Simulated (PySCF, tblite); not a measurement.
# C8H9P: geometry, infrared bands and NMR shifts

Wanted: the infrared bands and NMR shifts of C8H9P (`c1ccc([C@@H]2CP2)cc1`), by calculation.

The runs use tblite 0.8.0 and PySCF 2.14.0, with density-fitted response routines of our own; the level of theory stands in each step. All values are computed, except where a source is named. Atoms count from 0, in the outputs and in this text.

### 1 The molecule as given

18 atoms, charge 0, multiplicity 1; geometry from: force field or distance geometry start.

Bonds of the start (Å): C0–C1 1.39, C1–C2 1.39, C2–C3 1.42, C3–C4 1.51, C4–C5 1.51, C5–P6 1.81, C3–C7 1.40, C7–C8 1.39, C8–C0 1.39, P6–C4 1.86, C0–H9 1.08, C1–H10 1.10, C2–H11 1.09, C4–H12 1.08, C5–H13 1.08, C5–H14 1.09, P6–H15 1.42, C7–H16 1.09, C8–H17 1.08.

### 2 Optimising the geometry with GFN2-xTB

What the job is given:

```
{"job": {"kind": "relax", "xc": "GFN2-xTB", "basis": "xTB"}, "charge": 0, "multiplicity": 1}
C      2.553800     0.603000     0.366600
C      1.910400    -0.128600     1.353800
C      0.630200    -0.623600     1.162800
C     -0.082400    -0.366300    -0.043200
C     -1.472000    -0.924500    -0.251600
C     -2.550800    -0.104200    -0.913100
P     -2.804400    -0.272400     0.875700
C      0.594900     0.366100    -1.024200
C      1.888200     0.848000    -0.830100
H      3.547500     0.983500     0.527300
H      2.426000    -0.337100     2.298000
H      0.146600    -1.206700     1.950300
H     -1.542000    -1.996100    -0.398000
H     -3.247800    -0.625700    -1.550100
H     -2.329900     0.909700    -1.250100
H     -2.146200     0.907600     1.306800
H      0.097400     0.558700    -1.975800
H      2.371800     1.414900    -1.616900
```

Run with:

```console
$ OMP_NUM_THREADS=1 python probes_run.py task.json out
```

This one command runs all jobs of the session in turn.

**Question.** This job is followed by: GFN2-xTB harmonic vibrations, gas phase; GIAO PBE0/pcSseg-1 NMR shielding, non-relativistic, gas phase. What will the session give for the following? strongest single infrared mode (GFN2-xTB); zero-point energy (GFN2-xTB); 13C shifts against TMS (PBE0/pcSseg-1, means over atoms taken as alike); 1H shifts against TMS (PBE0/pcSseg-1, means over atoms taken as alike); 31P shifts against H3PO4 (PBE0/pcSseg-1); surface potential, 1st and 99th percentile.

As calculated:

| quantity | value |
| --- | --- |
| strongest single infrared mode (GFN2-xTB) | 2260 cm⁻¹, 174 km/mol |
| zero-point energy (GFN2-xTB) | 88.3 kcal/mol |
| 13C shifts against TMS (PBE0/pcSseg-1, means over atoms taken as alike) | 149.3, 134.3, 130.9, 130.1, 24.5, 14.2 ppm |
| 1H shifts against TMS (PBE0/pcSseg-1, means over atoms taken as alike) | 7.55, 7.38, 7.33, 2.28, 1.97, 1.47, -0.03 ppm |
| 31P shifts against H3PO4 (PBE0/pcSseg-1) | -227.2 ppm |
| surface potential, 1st and 99th percentile | -0.78 V and 0.96 V |

Over 109 steps the energy fell by 0.185 eV; of the close pairs, C3–C4 changed most, 1.512 to 1.473 Å. No mode is imaginary among the 48: a minimum at this level. The strongest single mode, at 2260 cm⁻¹, moves mainly H15. Unscaled tight-binding wavenumbers are off by several per cent, some by more. Its intensities can rank the bands wrongly. At PBE0/pcSseg-1: The largest span, 633 ppm, is at P6, where the paramagnetic term is -419 ppm. NICS(1)zz of -27 ppm above the planar ring from C0 marks a diatropic (aromatic) ring current. By nearest atom (PBE0/pcSseg-1), the HOMO sits on P6 22 %; C0, C3 about 16 % each and the LUMO on P6 19 %; C0, C3 about 15 % each.
